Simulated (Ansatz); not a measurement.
# NH2 (SMILES [NH2]): UPBE0/6-31G(d) (spherical functions)

Aim: the electronic atomisation energy of NH2 at UPBE0/6-31G* (spherical functions), from 3 runs. 

Program for the calculation: Ansatz 0.2.0.

48 further runs of the same task are left out: 48 set aside as unsound or not needed.

**1. The system as given**

The species is NH2 (3 atoms), meant as a doublet with charge 0. As SMILES, `[NH2]`. Geometry: relaxed at GFN2-xTB.

Bond lengths: N1–H2 1.014 Å, N1–H3 1.014 Å. Angles: H2–N1–H3 110.0°.

**2. A single-point energy at UPBE0/6-31G(d) (spherical functions)**

Input file molecule.yaml:

```yaml
crystal:
  periodic: [false, false, false]
  atoms:
    - symbol: "N"
      position_ang: [0.307180, -0.182210, 0.151440]
    - symbol: H
      position_ang: [0.155580, 0.820260, 0.174790]
    - symbol: H
      position_ang: [-0.462760, -0.638040, -0.326220]
basis:
  gaussian: {orbitals: 6-31G_st_-spherical.json}
magnetization: {spin_polarized: true, initial_magnetization: 1}
hamiltonian: {xc: pbe0}
accuracy: high
```

The basis set 6-31G* is read from a file made from the Basis Set Exchange's data (not shown).

The run is started by

```console
ansatz run molecule.yaml --threads 1 --pin off --max-ram 2610MiB --events-out events.jsonl --progress --plain --runs-dir runs
```

Standard output:

```text
Warning: RAYON_NUM_THREADS=1 ignored (pool sized by the plan → 1); use --threads N
Functional definition: PBE0
  name "PBE0"
  parameter a = 0.25
  parameter kappa = 0.804
  parameter beta = 0.06672455060314922
  exchange = (1 - a)*pbe_x(kappa = kappa, mu = beta*pi^2/3) + a*exact_x
  correlation = pbe_c(beta = beta)
330 factors; integrals over basis functions are off by at most 4.2e-9 eV
mean field evaluation 1: about -1516.7222 eV, gradient 2.0e1 eV
mean field evaluation 2: about -1516.6708 eV, gradient 2.0e1 eV
mean field evaluation 4: about -1518.4332 eV, gradient 1.1e-1 eV
mean field evaluation 8: about -1518.4303 eV, gradient 5.8e-4 eV
mean field evaluation 16: about -1518.4303 eV, gradient 1.4e-8 eV
mean field -1518.43026624 eV, -55.8012830553 hartree, gradient 1.4e-8 eV, S^2 0.753087; 0 other end points of the search recorded, 0 dependent functions left out
reference -1518.43026722 eV, -55.8012830913 hartree; 5, 4 occupied and 13, 14 virtual orbitals, 330 factors
Total energy: -1518.43026722 eV, -55.8012830913 hartree
```

Run time: 0.72 s. Hardware: 1 thread of Arm Neoverse V1, shared host.

**3. The H atom at the same level**

Input file run.yaml:

```yaml
crystal:
  periodic: [false, false, false]
  atoms:
    - symbol: H
      position_ang: [0.000000, 0.000000, 0.000000]
basis:
  gaussian:
    orbitals: "6-31G*"
magnetization:
  spin_polarized: true
  initial_magnetization: 1
hamiltonian:
  xc: pbe0
accuracy: high
```

Run the same way, it converges to -0.49911 Eh (log not shown).

**4. The N atom**

Input file run.yaml:

```yaml
crystal:
  periodic: [false, false, false]
  atoms:
    - {symbol: "N", position_ang: [0.000000, 0.000000, 0.000000]}
basis:
  gaussian: {orbitals: 6-31G_st_-spherical.json}
hamiltonian: {xc: pbe0}
accuracy: high
magnetization: {spin_polarized: true, initial_magnetization: 3}
```

The basis set 6-31G* is read from a file made from the Basis Set Exchange's data (not shown).

Run the same way, it converges to -54.52448 Eh (log not shown).

**5. What came out**

Level: UPBE0/6-31G* (spherical functions).

```
                     quantity         value
       molecule: total energy  -55.80128 Eh
               molecule: ⟨S²⟩         0.753
         H atom: total energy   -0.49911 Eh
                 H atom: ⟨S²⟩         0.750
         N atom: total energy  -54.52448 Eh
                 N atom: ⟨S²⟩         3.752
electronic atomisation energy      7.581 eV
```

Taking the molecule apart into free atoms costs 7.58 eV (175 kcal/mol), before zero-point energy and without spin-orbit coupling.
